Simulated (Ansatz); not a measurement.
# HfNbF3: the cost of one run

Computed with Ansatz 0.2.0 (DFT PBE, scalar-relativistic, plane waves, PAW, unless a step's input says otherwise).

2 further runs of the same task are left out: 1 that didn't finish, 1 set aside as unsound or not needed.

## Step 1: Starting point

The structure is cubic, space group Pm-3m (No. 221). The conventional cell has a = 4.007 Å, b = 4.007 Å, c = 4.007 Å, α = 90.00°, β = 90.00°, γ = 90.00°. Around Hf (site symmetry m-3m) lie 12 F at 2.83 Å. Nb (site symmetry m-3m) is surrounded by 6 F at 2.00 Å. Around F (site symmetry 4/mmm) lie 2 Nb at 2.00 Å and 4 Hf at 2.83 Å.

Coordinates:

```
CELL_PARAMETERS angstrom
4.00711 0.00000 0.00000
0.00000 4.00711 0.00000
0.00000 0.00000 4.00711
ATOMIC_POSITIONS crystal
Hf 0.00000 0.00000 0.00000
Nb 0.50000 0.50000 0.50000
F 0.00000 0.50000 0.50000
F 0.50000 0.00000 0.50000
F 0.50000 0.50000 0.00000
```

A structure generator made this guess: species swapped into a database cell of ErBPd3 (Pm-3m, No. 221), with Hf on the Er sites, Nb on the B sites and F on the Pd sites. The dimensions are guesses.

## Step 2: Probe: one point on a coarse mesh

input.yaml

```yaml
crystal:
  lattice:
    - [4.00710604, 0.0, 0.0]
    - [0.0, 4.00710604, 0.0]
    - [0.0, 0.0, 4.00710604]
  atoms:
    - { symbol: Hf, position: [0.0, 0.0, 0.0] }
    - { symbol: Nb, position: [0.5, 0.5, 0.5] }
    - { symbol: F, position: [0.0, 0.5, 0.5] }
    - { symbol: F, position: [0.5, 0.0, 0.5] }
    - { symbol: F, position: [0.5, 0.5, 0.0] }
basis:
  ecutwfc: 420
kpoints:
  mp_grid: { grid: [4, 4, 4] }
hamiltonian:
  xc: pbe
scf:
  occupations: { method: gaussian, width: 0.1 }
  lower_state_search: "off"
output:
  forces: true
  stress: true
  eigenvalues: true
```

Command:

```bash
ansatz run input.yaml --threads 1 --pin off --max-ram 2560MiB --backend cpu --events-out ev --progress --plain --runs-dir out
```

**Question.** How long does this run take on 1 thread of Intel Xeon at 2.50GHz (Skylake/Cascade Lake), shared host, and how much memory does it need?

About 4 s, with a peak of 0.35 GiB.
